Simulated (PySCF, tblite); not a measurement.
**C5H7O3 radical: geometry, infrared bands and EPR parameters**

What infrared bands and EPR parameters should C5H7O3 radical (`COC1=CO[CH]CO1`) show?

The runs use tblite 0.8.0 and PySCF 2.14.0, with density-fitted response routines of our own; the level of theory stands in each step. All values are computed, except where a source is named. Atoms count from 0, in the outputs and in this text.

## (1) Starting geometry

15 atoms, charge 0, multiplicity 2; geometry from: force field or distance geometry start.

Bonds of the start (Å): C0–O1 1.43, O1–C2 1.38, C2–C3 1.32, C3–O4 1.40, O4–C5 1.43, C5–C6 1.51, C6–O7 1.41, O7–C2 1.39, C0–H8 1.12, C0–H9 1.11, C0–H10 1.11, C3–H11 1.09, C5–H12 1.12, C6–H13 1.12, C6–H14 1.13.

## (2) Relaxing the molecule with GFN2-xTB

The job: settings as JSON, then the geometry in Å.

```
{"job": {"kind": "relax", "xc": "GFN2-xTB", "basis": "xTB"}, "charge": 0, "multiplicity": 2}
C      2.592100     0.163400    -0.207900
O      1.577200    -0.534000    -0.925200
C      0.280600    -0.377800    -0.467500
C     -0.586700    -1.331600    -0.772700
O     -1.904900    -1.182200    -0.313300
C     -2.422500     0.116000     0.004000
C     -1.378300     0.935000     0.734400
O     -0.062000     0.769900     0.246000
H      3.561400    -0.089400    -0.700300
H      2.650500    -0.153300     0.855000
H      2.347300     1.239900    -0.285600
H     -0.318200    -2.230300    -1.319700
H     -3.259900    -0.039600     0.728300
H     -1.426000     0.701500     1.832800
H     -1.655100     2.020400     0.569900
```

The run is started by

```bash
> OMP_NUM_THREADS=1 python probes_run.py task.json out
```

This one command runs all jobs of the session in turn.

**Question.** This job is followed by: GFN2-xTB harmonic vibrations, gas phase; UKS B3LYP, pcH-1 on C H O, non-relativistic, mean-field spin-orbit, GIAO. What will the session give for the following? strongest single infrared mode (GFN2-xTB); zero-point energy (GFN2-xTB); g(iso) (B3LYP); ⟨S²⟩; largest a(iso) (averaged by class); potential on the surface of density 0.002 e/bohr³, 1st and 99th percentile.

As calculated:

| quantity | value |
| --- | --- |
| strongest single infrared mode (GFN2-xTB) | 1230 cm⁻¹, 144 km/mol |
| zero-point energy (GFN2-xTB) | 70.3 kcal/mol |
| g(iso) (B3LYP) | 2.00312 |
| ⟨S²⟩ | 0.755 (exact 0.75) |
| largest a(iso) (averaged by class) | 13C on C5, 148.9 MHz |
| potential on the surface of density 0.002 e/bohr³, 1st and 99th percentile | -1.13 V and 1.05 V |

What this shows: Relaxing lowered the energy by 0.741 eV in 106 steps; the close pair that moved most is O4–C5, from 1.433 to 1.354 Å. All 39 modes are real, so the xTB geometry is a minimum. The strongest single mode, at 1230 cm⁻¹, is spread over several atoms, O4, H12, C3, C2 among them. GFN2-xTB is a fitted tight-binding method: band positions and strengths are rough. Its intensities can rank the bands wrongly. Most of the unpaired spin sits on C5 (0.81 e). The isotropic g lies 0.8 ppt above the free-electron value. The conformer search found further structures of the same energy, which may be mirror or relabelled copies of this one.
